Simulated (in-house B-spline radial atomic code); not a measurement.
**Hf²⁺: a fraction of an electron moved 4d → 5d**

How does the LC-ωPBE energy of Hf²⁺ change when part of an electron is moved 4d → 5d?

Program: in-house B-spline radial atomic code version 1. Level of theory: scalar-relativistic (spin-free one-electron X2C) LC-wPBE, spin-polarised, spherical fractional occupations, Fermi nucleus, basis-set limit. These are calculated values, not measurements, unless marked.

## (1) The atom as given

```
element       : hafnium (Z = 72)
charge        : +2
electrons     : 70
configuration : [Xe] 4f14 5d2
Hamiltonian   : scalar-relativistic (X2C)
nucleus       : Fermi, rms radius 5.347 fm
```

The outer shells:

[Xe] 4f14 5d2
```
[Xe] core
4f [↑↓][↑↓][↑↓][↑↓][↑↓][↑↓][↑↓]
5d [↑ ][↑ ][  ][  ][  ]
```

Where spins are not typed, each open shell is filled with up spins first.

## (2) The start, at fraction 0

The run's settings:

```ini
Z = 72
electrons = 70.0
configuration = [Xe] 4f14 5d2
hamiltonian = x2c
method = lc_wpbe
spin_polarised = True
nucleus = fermi
rms_radius = 5.347
mass_number = 180
atomic_mass = 179.946559537
speed_of_light = 137.035999084
```

## (3) 0.125 electron moved 4d → 5d

The settings differ from step 2 so:

```diff
@@ -2,3 +2,3 @@
 electrons = 70.0
-configuration = [Xe] 4f14 5d2
+configuration = [Kr] 4d9.875 4f14 5s2 5p6 5d2.125
 hamiltonian = x2c
```

## (4) 0.25 electron moved 4d → 5d

The settings differ from step 3 so:

```diff
@@ -2,3 +2,3 @@
 electrons = 70.0
-configuration = [Kr] 4d9.875 4f14 5s2 5p6 5d2.125
+configuration = [Kr] 4d9.75 4f14 5s2 5p6 5d2.25
 hamiltonian = x2c
```

## (5) 0.375 electron moved 4d → 5d

The settings differ from step 4 so:

```diff
@@ -2,3 +2,3 @@
 electrons = 70.0
-configuration = [Kr] 4d9.75 4f14 5s2 5p6 5d2.25
+configuration = [Kr] 4d9.625 4f14 5s2 5p6 5d2.375
 hamiltonian = x2c
```

## (6) 0.5 electron moved 4d → 5d

The settings differ from step 5 so:

```diff
@@ -2,3 +2,3 @@
 electrons = 70.0
-configuration = [Kr] 4d9.625 4f14 5s2 5p6 5d2.375
+configuration = [Kr] 4d9.5 4f14 5s2 5p6 5d2.5
 hamiltonian = x2c
```

## (7) 0.625 electron moved 4d → 5d

The settings differ from step 6 so:

```diff
@@ -2,3 +2,3 @@
 electrons = 70.0
-configuration = [Kr] 4d9.5 4f14 5s2 5p6 5d2.5
+configuration = [Kr] 4d9.375 4f14 5s2 5p6 5d2.625
 hamiltonian = x2c
```

## (8) 0.75 electron moved 4d → 5d

The settings differ from step 7 so:

```diff
@@ -2,3 +2,3 @@
 electrons = 70.0
-configuration = [Kr] 4d9.375 4f14 5s2 5p6 5d2.625
+configuration = [Kr] 4d9.25 4f14 5s2 5p6 5d2.75
 hamiltonian = x2c
```

## (9) 0.875 electron moved 4d → 5d

The settings differ from step 8 so:

```diff
@@ -2,3 +2,3 @@
 electrons = 70.0
-configuration = [Kr] 4d9.25 4f14 5s2 5p6 5d2.75
+configuration = [Kr] 4d9.125 4f14 5s2 5p6 5d2.875
 hamiltonian = x2c
```

## (10) 1 electron moved 4d → 5d

The settings differ from step 9 so:

```diff
@@ -2,3 +2,3 @@
 electrons = 70.0
-configuration = [Kr] 4d9.125 4f14 5s2 5p6 5d2.875
+configuration = [Kr] 4d9 4f14 5s2 5p6 5d3
 hamiltonian = x2c
```

Q: How does the energy change with the fraction, and which way and how far does it bend from the straight line between the ends?

The runs gave:

| fraction | energy change (eV) | less the straight line (eV) | level 4d down (eV) | level 5d up (eV) | sum of <r²> (bohr²) |
| --- | --- | --- | --- | --- | --- |
| 0 | 0.0000 | 0.0000 | -227.31 | -16.457 | 40.566 |
| 0.125 | 26.3845 | -0.2031 | -228.20 | -16.896 | 40.742 |
| 0.25 | 52.8259 | -0.3492 | -229.10 | -17.335 | 40.908 |
| 0.375 | 79.3249 | -0.4378 | -230.00 | -17.773 | 41.066 |
| 0.5 | 105.8819 | -0.4684 | -230.90 | -18.212 | 41.217 |
| 0.625 | 132.4975 | -0.4405 | -231.81 | -18.651 | 41.360 |
| 0.75 | 159.1722 | -0.3533 | -232.72 | -19.089 | 41.496 |
| 0.875 | 185.9064 | -0.2067 | -233.64 | -19.528 | 41.626 |
| 1 | 212.7007 | 0.0000 | -234.56 | -19.967 | 41.750 |

What this shows: From fraction 0 to 1 the energy changes by 212.701 eV. It sags under the straight line by up to 0.47 eV (at 0.5). Slater's transition state, the slope from the orbital energies at fraction 0.5 (Janak's theorem), gives 212.690 eV for the whole step. Here exact exchange is taken at spherical fractional occupations, which leaves self-interaction in open p, d and f shells; that spoils the energies somewhat, at whole numbers too.
